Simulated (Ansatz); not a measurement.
# Ni: the cost of one run

Method: DFT PBEsol, scalar-relativistic, plane waves, PAW, in Ansatz 0.2.0.

### 1 The system as given

It takes space group Cmce (No. 64, orthorhombic). The conventional cell has a = 4.639 Å, b = 3.066 Å, c = 6.253 Å, α = 90.00°, β = 90.00°, γ = 90.00°. Ni (site symmetry m) is surrounded by 1 Ni at 1.73 Å.

Coordinates:

```
Ni
1.0
     2.31948   -1.53300    0.00000
     2.31948    1.53300    0.00000
     0.00000    0.00000    6.25349
Ni
4
Direct
  0.85000 0.15000 0.11700
  0.65000 0.35000 0.61700
  0.15000 0.85000 0.88300
  0.35000 0.65000 0.38300
```

(A quick probe on a coarse mesh, which set the mesh and smearing, is not shown.)

### 3 Rough relaxation on the coarse mesh

The input, input.yaml:

```yaml
crystal:
  lattice:
    - [2.3194828477, -1.5330007243, 0.0]
    - [2.3194828477, 1.5330007243, 0.0]
    - [0.0, 0.0, 6.2534920057]
  atoms:
    - { symbol: Ni, position: [0.85, 0.15, 0.117], spin: 0.67 }
    - { symbol: Ni, position: [0.65, 0.35, 0.617], spin: 0.67 }
    - { symbol: Ni, position: [0.15, 0.85, 0.883], spin: 0.67 }
    - { symbol: Ni, position: [0.35, 0.65, 0.383], spin: 0.67 }
basis:
  ecutwfc: 420
kpoints:
  mp_grid: { grid: [6, 6, 4] }
hamiltonian:
  xc: pbesol
scf:
  occupations: { method: gaussian, width: 0.1 }
  lower_state_search: "off"
output:
  forces: true
  stress: true
  eigenvalues: true
  populations: true
magnetization:
  spin_polarized: true
relax:
  adjacent_minimum: "off"
  f_tol: 0.04
  max_steps: 70
  cell: { stress_tol: 0.4 }
```

**Question.** How long does this run take on 1 thread of an x86-64 CPU, shared host, and how much memory does it need?

About 2.4 min, with a peak of 0.54 GiB.
